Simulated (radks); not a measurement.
# Numerical settings for Ar³⁺

How sensitive is the result for the argon ion Ar3+ to mesh, mixing and thresholds? A default run comes first. The defaults are a mesh step of 0.008 in ln r, a mesh end at 40 bohr or more, Anderson mixing 0.5 over 9 steps and a tight residual threshold, with the energy settled to 1e-9 hartree as well; every run has a cap on iterations.

The numbers are computed with radks (a radial shooting solver on a logarithmic mesh, Libxc functionals) version 1 (non-relativistic Kohn-Sham, r2SCAN, spin-polarised, spherical densities, point nucleus; open shells are filled with parallel spins first), except any that are marked as measured or tabulated.

**1. The atom as given**

| Property | Result |
| --- | --- |
| element | argon (Z = 18) |
| charge | +3 |
| electrons | 15 |
| configuration | [Ne] 3s2 3p3 |

The outer shells:

Ar³⁺
```
[Ne] core
3s [↑↓]
3p [↑ ][↑ ][↑ ]
```

**2. Default settings**

Input:

```text
Z 18
configuration [Ne] 3s2 3p3
relativity non-relativistic
functional r2scan,r2scan
spin polarised
nucleus point
max_iterations 91
```

The run is started by

```console
$ python run_ks.py task.json out
```

The same process makes all the runs of this session.

**3. Mesh step in ln r 0.02**

Changes since step 2:

```diff
@@ -6,2 +6,3 @@
 nucleus point
+mesh_step 0.02
 max_iterations 91
```

**4. Mesh step in ln r 0.003**

Changes since step 3:

```diff
@@ -6,3 +6,3 @@
 nucleus point
-mesh_step 0.02
+mesh_step 0.003
 max_iterations 91
```

**5. Mesh step in ln r 0.005**

Changes since step 4:

```diff
@@ -6,3 +6,3 @@
 nucleus point
-mesh_step 0.003
+mesh_step 0.005
 max_iterations 91
```

**6. Mesh end (bohr) 12**

Changes since step 5:

```diff
@@ -6,3 +6,3 @@
 nucleus point
-mesh_step 0.005
+mesh_end 12
 max_iterations 91
```

**7. Mesh end (bohr) 20**

Changes since step 6:

```diff
@@ -6,3 +6,3 @@
 nucleus point
-mesh_end 12
+mesh_end 20
 max_iterations 91
```

**8. Residual threshold 0.1**

Changes since step 7:

```diff
@@ -6,3 +6,3 @@
 nucleus point
-mesh_end 20
+threshold 0.1
 max_iterations 91
```

**9. Residual threshold 0.001**

Changes since step 8:

```diff
@@ -6,3 +6,3 @@
 nucleus point
-threshold 0.1
+threshold 0.001
 max_iterations 91
```

**10. Mixing 0.05**

Changes since step 9:

```diff
@@ -6,3 +6,3 @@
 nucleus point
-threshold 0.001
+mixing 0.05
 max_iterations 91
```

**11. Mixing history 1, mixing 0.2**

Changes since step 10:

```diff
@@ -6,3 +6,4 @@
 nucleus point
-mixing 0.05
+history 1
+mixing 0.2
 max_iterations 91
```

**12. Mixing history 1, mixing 1**

Changes since step 11:

```diff
@@ -7,3 +7,3 @@
 history 1
-mixing 0.2
+mixing 1
 max_iterations 91
```

**13. Mixing history 3**

Changes since step 12:

```diff
@@ -6,4 +6,3 @@
 nucleus point
-history 1
-mixing 1
+history 3
 max_iterations 91
```

**14. Iteration cap 8**

Changes since step 13:

```diff
@@ -6,3 +6,2 @@
 nucleus point
-history 3
-max_iterations 91
+max_iterations 8
```

What does the calculation give? Wanted: for each run, setting; iterations; converged; change of E.

As calculated:

| setting | mesh points | iterations | converged | change of E (mhartree) | time |
| --- | --- | --- | --- | --- | --- |
| Default settings | 2476 | 11 | yes | 0 | 0.08 s |
| mesh step in ln r 0.02 | 991 | 10 | yes | -0.0005403 | 0.04 s |
| mesh step in ln r 0.003 | 6603 | 11 | yes | 0 | 0.21 s |
| mesh step in ln r 0.005 | 3962 | 11 | yes | 0 | 0.13 s |
| mesh end (bohr) 12 | 2326 | 11 | yes | 0 | 0.08 s |
| mesh end (bohr) 20 | 2390 | 11 | yes | 0 | 0.08 s |
| residual threshold 0.1 | 2476 | 8 | yes | 0 | 0.07 s |
| residual threshold 0.001 | 2476 | 8 | yes | 0 | 0.07 s |
| mixing 0.05 | 2476 | 14 | yes | 0 | 0.1 s |
| mixing history 1, mixing 0.2 | 2476 | 66 | yes | 0 | 0.38 s |
| mixing history 1, mixing 1 | 2476 | 17 | yes | 0 | 0.12 s |
| mixing history 3 | 2476 | 13 | yes | 0 | 0.09 s |
| iteration cap 8 | 2476 | 8 | no | - | 0.06 s |

**Reading.** A zero stands for a change under the printed digits. No run that converges misses the default energy by more than 1 mhartree. Not converged or rejected: iteration cap 8.
